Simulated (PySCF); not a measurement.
# [Pb(NH3)3]2+: forces at shaken geometries

Aim: move all atoms of relaxed [Pb(NH3)3]2+ at random and read energies and forces. The structure is generated, not taken from experiment.

Program: PySCF 2.14.0. Level of theory: BP86, Pb def2-SVP with ECP60, N def2-SVP, H def2-SVP; scalar-relativistic core potentials, no spin–orbit coupling. These are calculated values, not measurements.

3 further runs of the same task are left out: 2 for a known fault of the program, 1 that didn't finish.

**1. The system as given**

13 atoms, charge 2, spin multiplicity 1.

Bond lengths: Pb1–N2 2.518 Å, Pb1–N6 2.518 Å, Pb1–N10 2.518 Å, N2–H3 1.036 Å, N2–H4 1.038 Å, N2–H5 1.037 Å, N6–H7 1.036 Å, N6–H8 1.038 Å, N6–H9 1.037 Å, N10–H11 1.036 Å, N10–H12 1.038 Å, N10–H13 1.037 Å. Angles: N2–Pb1–N6 93.7°, N2–Pb1–N10 93.7°, N6–Pb1–N10 93.7°, Pb1–N2–H3 118.2°, Pb1–N2–H4 110.5°, Pb1–N2–H5 111.1°, H3–N2–H4 105.7°, H3–N2–H5 105.6°, H4–N2–H5 104.9°, Pb1–N6–H7 118.2°, Pb1–N6–H8 110.5°, Pb1–N6–H9 111.1°, H7–N6–H8 105.7°, H7–N6–H9 105.6°, H8–N6–H9 104.9°, Pb1–N10–H11 118.2°, Pb1–N10–H12 110.5°, Pb1–N10–H13 111.1° and more.

Geometry (Å):

```
Pb    0.00000    0.00000   -1.16686
N     2.12129    0.04799    0.18965
H     2.04562   -0.03521    1.21931
H     2.75952   -0.71469   -0.10711
H     2.65333    0.92141    0.01882
N    -1.10220    1.81310    0.18965
H    -0.99232    1.78917    1.21931
H    -0.76082    2.74716   -0.10711
H    -2.12463    1.83715    0.01882
N    -1.01909   -1.86108    0.18965
H    -1.05330   -1.75396    1.21931
H    -1.99870   -2.03247   -0.10711
H    -0.52870   -2.75855    0.01882
```

Formal oxidation states: Pb +2. An earlier session relaxed this geometry at BP86, Pb def2-SVP with ECP60, N def2-SVP, H def2-SVP (singlet, point group C3).

Its energy there is -362.065912 Eh.

**2. Atoms moved at random, σ = 0.1 Å**

File run.py (the lines that set the calculation):

```python
mol = gto.M(atom='''
Pb     0.14301     0.06642    -1.36382
N      2.20355    -0.00033     0.25085
H      1.99864    -0.03020     1.15816
H      2.80096    -0.68944    -0.28097
H      2.61982     1.03191    -0.01591
N     -1.02990     1.80524     0.21849
H     -1.07131     1.76958     1.25979
H     -1.01401     2.79856     0.03569
H     -2.05045     1.75623     0.06167
N     -0.93680    -1.84794     0.12806
H     -1.22627    -1.79704     1.27006
H     -1.95467    -2.05802     0.01135
H     -0.48258    -2.80498     0.06176''',
    basis={'Pb': 'def2-SVP', 'N': 'def2-SVP', 'H': 'def2-SVP'},
    ecp={'Pb': 'def2-SVP'},
    charge=2, spin=0)
mf = dft.RKS(mol, xc='B88,P86')
mf.grids.atom_grid = (50, 194)
mf = mf.density_fit()  # fitting sets: Pb def2-universal-JKFIT, N def2-universal-JKFIT, H def2-universal-JKFIT
mf.conv_tol = 1e-08; mf.max_cycle = 55
mf.kernel(dm0)  # dm0: the density of the relaxed state
```

The run is started by

```bash
$ OMP_NUM_THREADS=2 python run.py
```

The log of the run:

```text
init E= -361.759722396951
  HOMO = -0.666880737385734  LUMO = -0.473708863949759  gap/eV = 5.25647
cycle= 1 E= -361.981136839646  delta_E= -0.221  |g|= 0.283  |ddm|= 0.647
  HOMO = -0.57805447941408  LUMO = -0.418307813695724  gap/eV = 4.34693
cycle= 2 E= -361.878500830624  delta_E= 0.103  |g|= 0.691  |ddm|= 0.883
  HOMO = -0.605296101453954  LUMO = -0.417828424899637  gap/eV = 5.10126
cycle= 3 E= -362.002807821992  delta_E= -0.124  |g|= 0.0443  |ddm|= 0.61
  HOMO = -0.60393459195747  LUMO = -0.420480021309824  gap/eV = 4.99205
cycle= 4 E= -362.003184260784  delta_E= -0.000376  |g|= 0.0262  |ddm|= 0.0688
  HOMO = -0.605848982849869  LUMO = -0.420533923115708  gap/eV = 5.04268
cycle= 5 E= -362.003336669591  delta_E= -0.000152  |g|= 0.00744  |ddm|= 0.0258
  HOMO = -0.605322011659485  LUMO = -0.420523859448736  gap/eV = 5.02861
cycle= 6 E= -362.00334907535  delta_E= -1.24e-05  |g|= 0.0018  |ddm|= 0.00839
  HOMO = -0.605529831572513  LUMO = -0.42052054613033  gap/eV = 5.03436
cycle= 7 E= -362.003350115345  delta_E= -1.04e-06  |g|= 0.000988  |ddm|= 0.00259
  HOMO = -0.605510360747944  LUMO = -0.420546759502899  gap/eV = 5.03312
cycle= 8 E= -362.003350339258  delta_E= -2.24e-07  |g|= 0.00011  |ddm|= 0.00073
  HOMO = -0.605516147746064  LUMO = -0.420545614092179  gap/eV = 5.03330
cycle= 9 E= -362.00335034298  delta_E= -3.72e-09  |g|= 1.35e-05  |ddm|= 0.00015
  HOMO = -0.605515674199262  LUMO = -0.420546638250275  gap/eV = 5.03326
Extra cycle  E= -362.003350342915  delta_E= 6.47e-11  |g|= 2.24e-05  |ddm|= 3.62e-05
converged SCF energy = -362.003350342915
```

Wall time 4.8 s (2 threads of AMD EPYC 9B45 (Zen 5), shared host).

Result: E = -362.003350 Eh (+1.702 eV from the relaxed state), HOMO -16.48 eV, LUMO -11.44 eV, Mulliken charge on Pb1 +1.04 e, largest force component 8.724 eV/Å. 

| atom | Fx | Fy | Fz (eV/Å) |
| --- | --- | --- | --- |
| Pb1 | -0.272 | -0.144 | 1.366 |
| N2 | 1.583 | 3.542 | -8.724 |
| H3 | -0.634 | -0.856 | 5.644 |
| H4 | -0.200 | 0.313 | 1.543 |
| H5 | -0.850 | -2.913 | 1.107 |
| N6 | -1.198 | -0.710 | 0.418 |
| H7 | 0.698 | -0.199 | -0.083 |
| H8 | 1.111 | 1.388 | -0.360 |
| H9 | -0.486 | -0.821 | -0.415 |
| N10 | -1.614 | -0.603 | 3.758 |
| H11 | 2.040 | 0.273 | -2.778 |
| H12 | 0.127 | -0.063 | -1.475 |
| H13 | -0.305 | 0.794 | 0.000 |

**3. Atoms moved at random, σ = 0.1 Å**

File run.py (the lines that set the calculation):

```python
mol = gto.M(atom='''
Pb     0.11856    -0.14184    -1.18221
N      2.13454    -0.01743     0.21915
H      1.92166    -0.00893     1.32323
H      2.71999    -0.62976    -0.24720
H      2.60510     1.08910     0.07196
N     -1.13070     1.76032     0.21890
H     -0.87637     1.68747     1.17200
H     -0.85298     2.73799    -0.00044
H     -1.98482     1.87530    -0.09060
N     -1.10428    -1.99498     0.27063
H     -1.09544    -1.71661     1.34515
H     -2.07283    -1.94122    -0.18962
H     -0.38244    -2.69942    -0.11577''',
    basis={'Pb': 'def2-SVP', 'N': 'def2-SVP', 'H': 'def2-SVP'},
    ecp={'Pb': 'def2-SVP'},
    charge=2, spin=0)
mf = dft.RKS(mol, xc='B88,P86')
mf.grids.atom_grid = (50, 194)
mf = mf.density_fit()  # fitting sets: Pb def2-universal-JKFIT, N def2-universal-JKFIT, H def2-universal-JKFIT
mf.conv_tol = 1e-08; mf.max_cycle = 55
mf.kernel(dm0)  # dm0: the density of the relaxed state
```

The run is started by

```bash
$ OMP_NUM_THREADS=2 python run.py
```

The log of the run:

```text
init E= -361.745273087222
  HOMO = -0.661445347484708  LUMO = -0.479957778214926  gap/eV = 4.93853
cycle= 1 E= -361.942468350274  delta_E= -0.197  |g|= 0.363  |ddm|= 0.733
  HOMO = -0.524810709142145  LUMO = -0.4204411229139  gap/eV = 2.84004
cycle= 2 E= -361.71782307632  delta_E= 0.225  |g|= 0.974  |ddm|= 1.17
  HOMO = -0.587887786498801  LUMO = -0.410311690870978  gap/eV = 4.83209
cycle= 3 E= -361.975013188403  delta_E= -0.257  |g|= 0.0925  |ddm|= 0.91
  HOMO = -0.584704960490553  LUMO = -0.416791122104658  gap/eV = 4.56917
cycle= 4 E= -361.976718089986  delta_E= -0.0017  |g|= 0.0636  |ddm|= 0.163
  HOMO = -0.587397957019498  LUMO = -0.417534185980541  gap/eV = 4.62223
cycle= 5 E= -361.977656786321  delta_E= -0.000939  |g|= 0.0134  |ddm|= 0.0586
  HOMO = -0.586841899338749  LUMO = -0.416900839820316  gap/eV = 4.62433
cycle= 6 E= -361.97770029826  delta_E= -4.35e-05  |g|= 0.00295  |ddm|= 0.0172
  HOMO = -0.587072348752141  LUMO = -0.417021871545526  gap/eV = 4.62731
cycle= 7 E= -361.977701666631  delta_E= -1.37e-06  |g|= 0.00167  |ddm|= 0.00356
  HOMO = -0.587105270011786  LUMO = -0.417032000759679  gap/eV = 4.62793
cycle= 8 E= -361.977702363158  delta_E= -6.97e-07  |g|= 0.000324  |ddm|= 0.00152
  HOMO = -0.587123183588616  LUMO = -0.417014546757403  gap/eV = 4.62889
cycle= 9 E= -361.977702398354  delta_E= -3.52e-08  |g|= 3.12e-05  |ddm|= 0.00046
  HOMO = -0.587127497815628  LUMO = -0.417017933774061  gap/eV = 4.62892
cycle= 10 E= -361.977702398631  delta_E= -2.77e-10  |g|= 3.77e-06  |ddm|= 4.54e-05
  HOMO = -0.587127355553468  LUMO = -0.41701852398776  gap/eV = 4.62890
Extra cycle  E= -361.97770239863  delta_E= 1.25e-12  |g|= 5.83e-06  |ddm|= 1.42e-05
converged SCF energy = -361.97770239863
```

It took 3.8 s on 2 threads of AMD EPYC 9B45 (Zen 5), shared host.

It gives: E = -361.977702 Eh (+2.400 eV from the relaxed state), HOMO -15.98 eV, LUMO -11.35 eV, Mulliken charge on Pb1 +0.89 e, largest force component 7.318 eV/Å. 

| atom | Fx | Fy | Fz (eV/Å) |
| --- | --- | --- | --- |
| Pb1 | -0.835 | 0.438 | 0.330 |
| N2 | -2.116 | 7.115 | 3.024 |
| H3 | 1.260 | -0.906 | -2.749 |
| H4 | 2.590 | -2.446 | -0.458 |
| H5 | -1.354 | -3.791 | 0.360 |
| N6 | 7.318 | 0.290 | -1.029 |
| H7 | -0.742 | -0.362 | 2.074 |
| H8 | 0.966 | -0.025 | -0.176 |
| H9 | -7.292 | -0.279 | -1.133 |
| N10 | 0.725 | 1.610 | 0.125 |
| H11 | -0.043 | -1.296 | -2.529 |
| H12 | 1.394 | -0.778 | 0.891 |
| H13 | -1.870 | 0.430 | 1.270 |

**4. Atoms moved at random, σ = 0.06 Å**

File run.py (the lines that set the calculation):

```python
mol = gto.M(atom='''
Pb     0.06269    -0.02121    -1.13383
N      2.03090     0.15589     0.32176
H      2.10150    -0.05915     1.19662
H      2.78902    -0.77083    -0.09551
H      2.65792     0.89705    -0.09898
N     -1.08870     1.77399     0.15866
H     -0.90614     1.78825     1.25250
H     -0.83705     2.72563    -0.12696
H     -2.17788     1.85038    -0.11193
N     -1.09410    -1.88498     0.21076
H     -1.04317    -1.72177     1.27657
H     -1.97702    -2.00710    -0.05083
H     -0.51796    -2.72615    -0.00364''',
    basis={'Pb': 'def2-SVP', 'N': 'def2-SVP', 'H': 'def2-SVP'},
    ecp={'Pb': 'def2-SVP'},
    charge=2, spin=0)
mf = dft.RKS(mol, xc='B88,P86')
mf.grids.atom_grid = (50, 194)
mf = mf.density_fit()  # fitting sets: Pb def2-universal-JKFIT, N def2-universal-JKFIT, H def2-universal-JKFIT
mf.conv_tol = 1e-08; mf.max_cycle = 55
mf.kernel(dm0)  # dm0: the density of the relaxed state
```

The run is started by

```bash
$ OMP_NUM_THREADS=2 python run.py
```

The log of the run:

```text
init E= -361.823851062703
  HOMO = -0.63955457593317  LUMO = -0.443774369784633  gap/eV = 5.32745
cycle= 1 E= -361.976784757765  delta_E= -0.153  |g|= 0.218  |ddm|= 0.474
  HOMO = -0.584416038862871  LUMO = -0.40136785571693  gap/eV = 4.98099
cycle= 2 E= -361.935386602854  delta_E= 0.0414  |g|= 0.467  |ddm|= 0.593
  HOMO = -0.600238292885185  LUMO = -0.398960308572574  gap/eV = 5.47705
cycle= 3 E= -361.988645412425  delta_E= -0.0533  |g|= 0.0513  |ddm|= 0.405
  HOMO = -0.600536356130773  LUMO = -0.400528259340269  gap/eV = 5.44250
cycle= 4 E= -361.989364681502  delta_E= -0.000719  |g|= 0.0104  |ddm|= 0.0585
  HOMO = -0.600970046657848  LUMO = -0.400798499280322  gap/eV = 5.44695
cycle= 5 E= -361.989381643376  delta_E= -1.7e-05  |g|= 0.00582  |ddm|= 0.0106
  HOMO = -0.600936091616909  LUMO = -0.40083532452415  gap/eV = 5.44502
cycle= 6 E= -361.989389487858  delta_E= -7.84e-06  |g|= 0.00129  |ddm|= 0.00654
  HOMO = -0.60094545261491  LUMO = -0.400827530068536  gap/eV = 5.44549
cycle= 7 E= -361.98939012325  delta_E= -6.35e-07  |g|= 0.000144  |ddm|= 0.00213
  HOMO = -0.600963183842461  LUMO = -0.40083913693766  gap/eV = 5.44565
cycle= 8 E= -361.98939012728  delta_E= -4.03e-09  |g|= 6.53e-05  |ddm|= 0.000185
  HOMO = -0.600953509371493  LUMO = -0.400834495254566  gap/eV = 5.44552
Extra cycle  E= -361.989390123269  delta_E= 4.01e-09  |g|= 0.000145  |ddm|= 0.000165
converged SCF energy = -361.989390123269
```

Run time: 3.4 s. Hardware: 2 threads of AMD EPYC 9B45 (Zen 5), shared host.

Read off: E = -361.989390 Eh (+2.082 eV from the relaxed state), HOMO -16.35 eV, LUMO -10.91 eV, Mulliken charge on Pb1 +0.96 e, largest force component 10.813 eV/Å. 

| atom | Fx | Fy | Fz (eV/Å) |
| --- | --- | --- | --- |
| Pb1 | -0.496 | -0.038 | -0.002 |
| N2 | 2.856 | -1.993 | -10.813 |
| H3 | 0.758 | -0.835 | 8.230 |
| H4 | -2.715 | 2.787 | 1.259 |
| H5 | -0.533 | 0.003 | 1.390 |
| N6 | -2.040 | 0.204 | 1.163 |
| H7 | -0.973 | -0.102 | -2.236 |
| H8 | 0.696 | 0.505 | -0.223 |
| H9 | 2.274 | -0.614 | 1.292 |
| N10 | 6.661 | 1.474 | 2.980 |
| H11 | -0.264 | -0.440 | -1.614 |
| H12 | -5.707 | -0.995 | -1.608 |
| H13 | -0.518 | 0.045 | 0.181 |

**5. Results**

| σ (Å) | energy rise (eV) | harmonic estimate −½ F·u (eV) | largest force component (eV/Å) |
| --- | --- | --- | --- |
| 0.1 | 1.702 | 1.641 | 8.72 |
| 0.1 | 2.400 | 2.274 | 7.32 |
| 0.06 | 2.082 | 1.930 | 10.81 |

Every displacement raises the energy. For a harmonic well the rise equals −½ F·u; the two differ by at most 7 % here (a move with σ = 0.06 Å), from anharmonicity, the grid and the small forces left at the relaxed point. The bases are small and lack diffuse functions. Spin–orbit coupling is left out.
